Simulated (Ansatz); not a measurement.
**AuFH3N: an energy map over bond length N1–Au2 and bond length Au2–F3**

How does the energy of AuFH3N, SMILES [NH3+][Au-][F] change over two coordinates at once? A grid of runs gives the map.

The runs use Ansatz 0.2.0; RKS PBE-D4/def2-TZVP.

## (1) The starting structure

SMILES `[NH3+][Au-][F]`, 6 atoms, charge 0, spin multiplicity 1.

Atoms are counted from 1 here; the program's logs count them from 0.

Bond lengths: N1–Au2 2.069 Å, N1–H4 1.031 Å, N1–H5 1.031 Å, N1–H6 1.031 Å, Au2–F3 1.935 Å. Angles: Au2–N1–H4 111.9°, Au2–N1–H5 111.9°, Au2–N1–H6 111.9°, H4–N1–H5 107.0°, H4–N1–H6 107.0°, H5–N1–H6 106.9°, N1–Au2–F3 179.9°.

As a file:

```xyz
6
AuFH3N
N    -0.7215    0.1146   -0.3631
Au    1.1173   -0.1999    0.5328
F     2.8355   -0.4977    1.3715
H    -1.1339   -0.7638   -0.7120
H    -0.6529    0.7555   -1.1681
H    -1.4023    0.5273    0.2925
```

This geometry comes from a loose relaxation at PBE in a small basis, which is not shown.

## (2) Relaxing the molecule

input.yaml

```yaml
crystal:
  periodic: [false, false, false]
  atoms:
    - { symbol: "N", position_ang: [-0.721476, 0.114596, -0.363054] }
    - { symbol: Au, position_ang: [1.117257, -0.199886, 0.53284] }
    - { symbol: F, position_ang: [2.835548, -0.497716, 1.371521] }
    - { symbol: H, position_ang: [-1.133947, -0.763773, -0.711966] }
    - { symbol: H, position_ang: [-0.652944, 0.755511, -1.168107] }
    - { symbol: H, position_ang: [-1.402337, 0.527268, 0.292466] }
basis:
  gaussian: { orbitals: def2-TZVP }
hamiltonian:
  xc: pbe
  dispersion: d4
output:
  forces: true
relax:
  f_tol: 0.003
  max_steps: 120
```

Command:

```console
> ansatz run input.yaml --threads 1 --pin off --max-ram 2560MiB --backend cpu --events-out ev --progress --plain --runs-dir out
```

The program printed, cut to the lines that bear on the results:

```text
Warning: RAYON_NUM_THREADS=1 ignored (pool sized by the plan → 1); use --threads N
[...]
Functional definition: PBE
[...]
801 factors; their error is unknown
[...]
mean field -7949.13486612 eV, -292.1253182129 hartree, gradient 2.2e-5 eV, S^2 0.000000; 0 other end points of the search recorded, 0 dependent functions left out
[...]
reference -7949.13491086 eV, -292.1253198571 hartree; 19, 19 occupied and 101, 101 virtual orbitals, 801 factors
relax step   1: F+E_penalty+E_count = -7949.21553023 eV  Δ(F+E_penalty+E_count) = +0.000e0 eV  max|allowed force component| = 3.536e-1 eV/Å  Δτ_max = 0.0000 Å  (27 SCF iters, accepted)
[...]
relax step   4: F+E_penalty+E_count = -7949.22204898 eV  Δ(F+E_penalty+E_count) = -7.674e-5 eV  max|allowed force component| = 3.498e-3 eV/Å  Δτ_max = 0.0019 Å  (32 SCF iters, accepted)
[...]
relax step   5: F+E_penalty+E_count = -7949.22204989 eV  Δ(F+E_penalty+E_count) = -9.063e-7 eV  max|allowed force component| = 4.633e-4 eV/Å  Δτ_max = 0.0003 Å  (32 SCF iters, accepted)
801 factors; their error is unknown
[...]
mean field -7949.14124686 eV, -292.1255527007 hartree, gradient 2.3e-5 eV, S^2 0.000000; 1 other end points of the search recorded, 0 dependent functions left out
[...]
reference -7949.14129169 eV, -292.1255543482 hartree; 19, 19 occupied and 101, 101 virtual orbitals, 801 factors
Total energy: -7949.22209472 eV, -292.1285238046 hartree
Atom 0 at    -0.725966     0.115232    -0.364971 Å, force    -0.000187     0.000161    -0.000121 eV/Å
Atom 1 at     1.099855    -0.198359     0.524925 Å, force    -0.000463    -0.000188    -0.000154 eV/Å
Atom 2 at     2.826793    -0.495048     1.366649 Å, force     0.000197     0.000067     0.000068 eV/Å
Atom 3 at    -1.124437    -0.764278    -0.707249 Å, force     0.000211    -0.000423     0.000045 eV/Å
Atom 4 at    -0.642026     0.753137    -1.162151 Å, force     0.000267     0.000258    -0.000278 eV/Å
Atom 5 at    -1.392119     0.525315     0.296497 Å, force    -0.000025     0.000125     0.000440 eV/Å
Dipole moment:    -1.569003     0.269516    -0.764733 e Å
```

Wall time 18 s (1 thread of Arm Neoverse V1, shared host); peak memory 0.17 GiB.

The steps of the relaxation:

| step | energy from step 1 (eV) | largest force component (eV/Å) |
| --- | --- | --- |
| 1 | 0.0000 | 0.3536 |
| 2 | -0.0058 | 0.1384 |
| 3 | -0.0064 | 0.0593 |
| 4 | -0.0065 | 0.0035 |
| 5 | -0.0065 | 0.0005 |

Close pairs (by a distance rule), those that changed most:

| bond | before (Å) | after (Å) | change (Å) |
| --- | --- | --- | --- |
| N1–Au2 | 2.069 | 2.055 | -0.014 |
| Au2–F3 | 1.935 | 1.944 | +0.009 |
| N1–H5 | 1.031 | 1.024 | -0.007 |
| N1–H6 | 1.031 | 1.024 | -0.007 |
| N1–H4 | 1.031 | 1.024 | -0.007 |

## (3) Setting up the map

The axes are (1) bond length N1–Au2: 15 values from 1.809 to 2.569 Å; (2) bond length Au2–F3: 15 values from 1.633 to 2.527 Å.

Nothing else is relaxed (all other coordinates rigid). Energies count from the relaxed molecule at the same level.

Below, 3 of the grid's runs; all are launched alike.

## (4) Point bond length N1–Au2 = 2.569 Å, bond length Au2–F3 = 1.825 Å

input.yaml

```yaml
crystal:
  periodic: [false, false, false]
  atoms:
    - { symbol: "N", position_ang: [-0.725966, 0.115232, -0.364971] }
    - { symbol: Au, position_ang: [1.556303, -0.276755, 0.747395] }
    - { symbol: F, position_ang: [3.177592, -0.555294, 1.537625] }
    - { symbol: H, position_ang: [-1.124437, -0.764278, -0.707249] }
    - { symbol: H, position_ang: [-0.642026, 0.753137, -1.162151] }
    - { symbol: H, position_ang: [-1.392119, 0.525315, 0.296497] }
basis:
  gaussian: { orbitals: def2-TZVP }
hamiltonian:
  xc: pbe
  dispersion: d4
output:
  forces: true
```

Command:

```console
> ansatz run input.yaml --threads 1 --pin off --max-ram 2560MiB --backend cpu --events-out ev --progress --plain --runs-dir out
```

The program printed, cut to the lines that bear on the results:

```text
Warning: RAYON_NUM_THREADS=1 ignored (pool sized by the plan → 1); use --threads N
[...]
[... 1 set-up line as earlier in the session ...]
[...]
801 factors; their error is unknown
[...]
mean field -7948.23040209 eV, -292.0920797726 hartree, gradient 3.5e-5 eV, S^2 0.000000; 0 other end points of the search recorded, 0 dependent functions left out
[...]
reference -7948.23044696 eV, -292.0920814219 hartree; 19, 19 occupied and 101, 101 virtual orbitals, 801 factors
Total energy: -7948.30585662 eV, -292.0948526757 hartree
Atom 0 at    -0.725966     0.115232    -0.364971 Å, force     1.128577    -0.193819     0.550073 eV/Å
Atom 1 at     1.556303    -0.276755     0.747395 Å, force    -4.463934     0.766680    -2.175697 eV/Å
Atom 2 at     3.177592    -0.555294     1.537625 Å, force     2.873385    -0.493578     1.400494 eV/Å
Atom 3 at    -1.124437    -0.764278    -0.707249 Å, force     0.159527     0.045275     0.089108 eV/Å
Atom 4 at    -0.642026     0.753137    -1.162151 Å, force     0.122478    -0.070984     0.123853 eV/Å
Atom 5 at    -1.392119     0.525315     0.296497 Å, force     0.179966    -0.053574     0.012169 eV/Å
Dipole moment:    -1.390519     0.238857    -0.677740 e Å
```

Wall time 2.6 s (1 thread of Arm Neoverse V1, shared host); peak memory 0.12 GiB.

Energy on the map's scale: 21.1 kcal/mol.

## (5) The run at bond length N1–Au2 = 2.080 Å, bond length Au2–F3 = 1.952 Å

Changes to input.yaml since step 4:

```diff
@@ -4,4 +4,4 @@
     - { symbol: "N", position_ang: [-0.725966, 0.115232, -0.364971] }
-    - { symbol: Au, position_ang: [1.556303, -0.276755, 0.747395] }
-    - { symbol: F, position_ang: [3.177592, -0.555294, 1.537625] }
+    - { symbol: Au, position_ang: [1.121881, -0.202142, 0.53566] }
+    - { symbol: F, position_ang: [2.855994, -0.500064, 1.380881] }
     - { symbol: H, position_ang: [-1.124437, -0.764278, -0.707249] }
```

Command:

```console
> ansatz run input.yaml --threads 1 --pin off --max-ram 2560MiB --backend cpu --events-out ev --progress --plain --runs-dir out
```

The program printed, cut to the lines that bear on the results:

```text
Warning: RAYON_NUM_THREADS=1 ignored (pool sized by the plan → 1); use --threads N
[...]
[... 1 set-up line as earlier in the session ...]
[...]
801 factors; their error is unknown
[...]
mean field -7949.13697818 eV, -292.1253958294 hartree, gradient 2.4e-5 eV, S^2 0.000000; 0 other end points of the search recorded, 0 dependent functions left out
[...]
reference -7949.13702296 eV, -292.1253974751 hartree; 19, 19 occupied and 101, 101 virtual orbitals, 801 factors
Total energy: -7949.21752188 eV, -292.1283557561 hartree
Atom 0 at    -0.725966     0.115232    -0.364971 Å, force     0.211424    -0.036223     0.103037 eV/Å
Atom 1 at     1.121881    -0.202142     0.535660 Å, force    -0.124670     0.021150    -0.060693 eV/Å
Atom 2 at     2.855994    -0.500064     1.380881 Å, force    -0.147839     0.025495    -0.072085 eV/Å
Atom 3 at    -1.124437    -0.764278    -0.707249 Å, force     0.020920     0.002610     0.011169 eV/Å
Atom 4 at    -0.642026     0.753137    -1.162151 Å, force     0.017631    -0.007231     0.013975 eV/Å
Atom 5 at    -1.392119     0.525315     0.296497 Å, force     0.022535    -0.005800     0.004597 eV/Å
Dipole moment:    -1.576655     0.270831    -0.768462 e Å
```

Wall time 2.6 s (1 thread of Arm Neoverse V1, shared host); peak memory 0.12 GiB.

On the map this point reads 0.11 kcal/mol.

## (6) The run at bond length N1–Au2 = 2.026 Å, bond length Au2–F3 = 2.335 Å

Changes to input.yaml since step 5:

```diff
@@ -4,4 +4,4 @@
     - { symbol: "N", position_ang: [-0.725966, 0.115232, -0.364971] }
-    - { symbol: Au, position_ang: [1.121881, -0.202142, 0.53566] }
-    - { symbol: F, position_ang: [2.855994, -0.500064, 1.380881] }
+    - { symbol: Au, position_ang: [1.073908, -0.193902, 0.512279] }
+    - { symbol: F, position_ang: [3.14827, -0.550279, 1.523339] }
     - { symbol: H, position_ang: [-1.124437, -0.764278, -0.707249] }
```

Command:

```console
> ansatz run input.yaml --threads 1 --pin off --max-ram 2560MiB --backend cpu --events-out ev --progress --plain --runs-dir out
```

The program printed, cut to the lines that bear on the results:

```text
Warning: RAYON_NUM_THREADS=1 ignored (pool sized by the plan → 1); use --threads N
[...]
[... 1 set-up line as earlier in the session ...]
[...]
801 factors; their error is unknown
[...]
mean field -7948.31237024 eV, -292.0950920466 hartree, gradient 1.2e-5 eV, S^2 0.000000; 0 other end points of the search recorded, 0 dependent functions left out
[...]
reference -7948.31241402 eV, -292.0950936557 hartree; 19, 19 occupied and 101, 101 virtual orbitals, 801 factors
Total energy: -7948.39139210 eV, -292.0979960464 hartree
Atom 0 at    -0.725966     0.115232    -0.364971 Å, force    -0.393563     0.067660    -0.191821 eV/Å
Atom 1 at     1.073908    -0.193902     0.512279 Å, force     3.069378    -0.527486     1.496078 eV/Å
Atom 2 at     3.148270    -0.550279     1.523339 Å, force    -2.668337     0.458476    -1.300581 eV/Å
Atom 3 at    -1.124437    -0.764278    -0.707249 Å, force    -0.004191    -0.022895    -0.005727 eV/Å
Atom 4 at    -0.642026     0.753137    -1.162151 Å, force     0.007702     0.014990    -0.017224 eV/Å
Atom 5 at    -1.392119     0.525315     0.296497 Å, force    -0.010989     0.009255     0.019274 eV/Å
Dipole moment:    -1.911299     0.328324    -0.931571 e Å
```

Run time: 2.8 s. Hardware: 1 thread of Arm Neoverse V1, shared host; peak memory 0.12 GiB.

Energy on the map's scale: 19.2 kcal/mol.

## (7) The map

225 points were computed. Energies in kcal/mol, from the relaxed molecule at the same level:

```tsv
bond length Au2–F3 (Å) ↓, bond length N1–Au2 (Å) →	1.809	1.863	1.917	1.972	2.026	2.080	2.134	2.189	2.243	2.297	2.352	2.406	2.460	2.515	2.569
2.527	46.8	40.4	36.1	33.6	32.4	32.2	32.7	33.7	35.2	36.8	38.7	40.6	42.6	44.6	46.5
2.463	42.4	35.9	31.7	29.2	28.0	27.9	28.4	29.5	31.0	32.7	34.6	36.6	38.6	40.6	42.6
2.399	37.9	31.4	27.2	24.7	23.6	23.5	24.0	25.2	26.7	28.4	30.4	32.4	34.5	36.5	38.6
2.335	33.4	26.9	22.7	20.3	19.2	19.0	19.7	20.8	22.4	24.2	26.2	28.2	30.3	32.4	34.5
2.272	29.0	22.6	18.4	15.9	14.8	14.8	15.4	16.6	18.2	20.0	22.1	24.2	26.3	28.5	30.5
2.208	24.8	18.3	14.2	11.7	10.7	10.6	11.3	12.5	14.1	16.0	18.1	20.2	22.4	24.6	26.7
2.144	21.0	14.5	10.3	7.9	6.8	6.8	7.5	8.8	10.4	12.3	14.4	16.6	18.8	21.0	23.2
2.080	17.8	11.3	7.1	4.6	3.6	3.5	4.3	5.6	7.2	9.2	11.3	13.5	15.7	18.0	20.2
2.016	15.6	9.0	4.7	2.3	1.2	1.2	1.9	3.2	4.9	6.9	9.0	11.3	13.5	15.8	18.0
1.952	14.7	8.1	3.8	1.2	0.1	0.1	0.8	2.2	3.9	5.8	8.0	10.3	12.5	14.9	17.1
1.888	15.8	9.1	4.7	2.1	1.0	0.9	1.6	2.9	4.6	6.6	8.8	11.0	13.3	15.7	17.9
1.825	19.6	12.7	8.2	5.5	4.3	4.2	4.9	6.2	7.9	9.8	12.0	14.2	16.5	18.9	21.1
1.761	27.2	20.1	15.5	12.7	11.4	11.2	11.8	13.0	14.7	16.6	18.8	21.0	23.3	25.6	27.8
1.697	40.0	32.7	27.9	25.0	23.5	23.2	23.7	24.9	26.4	28.3	30.4	32.6	34.8	37.1	39.3
1.633	60.1	52.5	47.4	44.2	42.6	42.1	42.5	43.5	44.9	46.7	48.7	50.8	53.0	55.2	57.3
```

The dipole moment (D) at each point:

```csv
"bond length Au2–F3 (Å) ↓, bond length N1–Au2 (Å) →",1.809,1.863,1.917,1.972,2.026,2.080,2.134,2.189,2.243,2.297,2.352,2.406,2.460,2.515,2.569
2.527,11.16,11.17,11.16,11.14,11.11,11.07,11.03,10.97,10.90,10.83,10.75,10.67,10.58,10.49,10.40
2.463,10.89,10.90,10.90,10.89,10.86,10.83,10.78,10.73,10.67,10.60,10.53,10.45,10.37,10.28,10.20
2.399,10.60,10.62,10.63,10.62,10.60,10.57,10.53,10.48,10.43,10.37,10.30,10.22,10.15,10.07,9.98
2.335,10.31,10.34,10.35,10.35,10.33,10.31,10.28,10.23,10.18,10.12,10.06,9.99,9.92,9.84,9.76
2.272,10.02,10.05,10.07,10.07,10.06,10.04,10.01,9.97,9.93,9.87,9.81,9.75,9.68,9.60,9.53
2.208,9.72,9.75,9.77,9.78,9.78,9.76,9.73,9.70,9.66,9.61,9.55,9.49,9.43,9.36,9.28
2.144,9.40,9.44,9.47,9.48,9.48,9.47,9.45,9.42,9.38,9.33,9.28,9.22,9.16,9.10,9.03
2.080,9.08,9.12,9.15,9.17,9.17,9.17,9.15,9.12,9.09,9.05,9.00,8.94,8.89,8.82,8.76
2.016,8.75,8.79,8.83,8.85,8.86,8.85,8.84,8.82,8.78,8.75,8.70,8.65,8.60,8.54,8.47
1.952,8.40,8.45,8.49,8.51,8.52,8.52,8.51,8.49,8.47,8.43,8.39,8.34,8.29,8.23,8.17
1.888,8.04,8.09,8.14,8.16,8.18,8.18,8.17,8.16,8.13,8.10,8.06,8.02,7.97,7.91,7.85
1.825,7.67,7.73,7.77,7.80,7.82,7.82,7.82,7.81,7.78,7.75,7.72,7.67,7.63,7.57,7.52
1.761,7.27,7.33,7.38,7.41,7.43,7.44,7.44,7.43,7.41,7.38,7.34,7.30,7.26,7.21,7.15
1.697,6.85,6.91,6.96,7.00,7.02,7.03,7.03,7.02,7.00,6.98,6.94,6.90,6.86,6.81,6.76
1.633,6.40,6.47,6.52,6.56,6.58,6.59,6.60,6.59,6.57,6.54,6.51,6.47,6.43,6.38,6.33
```

## (8) Summary of results

```
               quantity                                                                                                                                                                value
           lowest point                                                                                            bond length N1–Au2 = 2.080 Å, bond length Au2–F3 = 1.952 Å, 0.11 kcal/mol
 highest computed point                                                                           bond length N1–Au2 = 1.809 Å, bond length Au2–F3 = 1.633 Å, 59.9 kcal/mol above the lowest
      dipole moment (D)  6.33 at bond length N1–Au2 = 2.569 Å, bond length Au2–F3 = 1.633 Å to 11.17 at bond length N1–Au2 = 1.863 Å, bond length Au2–F3 = 2.527 Å; 8.52 at the lowest point
time for the whole task                                                                                                                                      11 min on 1 thread, shared host
```

The lowest computed point is at bond length N1–Au2 = 2.080 Å, bond length Au2–F3 = 1.952 Å, 0.11 kcal/mol from the relaxed molecule at the same level. The grid shows no other well, apart from its symmetry copies. The highest computed point, bond length N1–Au2 = 1.809 Å, bond length Au2–F3 = 1.633 Å, lies 59.9 kcal/mol above the lowest. Round the minimum the two coordinates are nearly uncoupled.
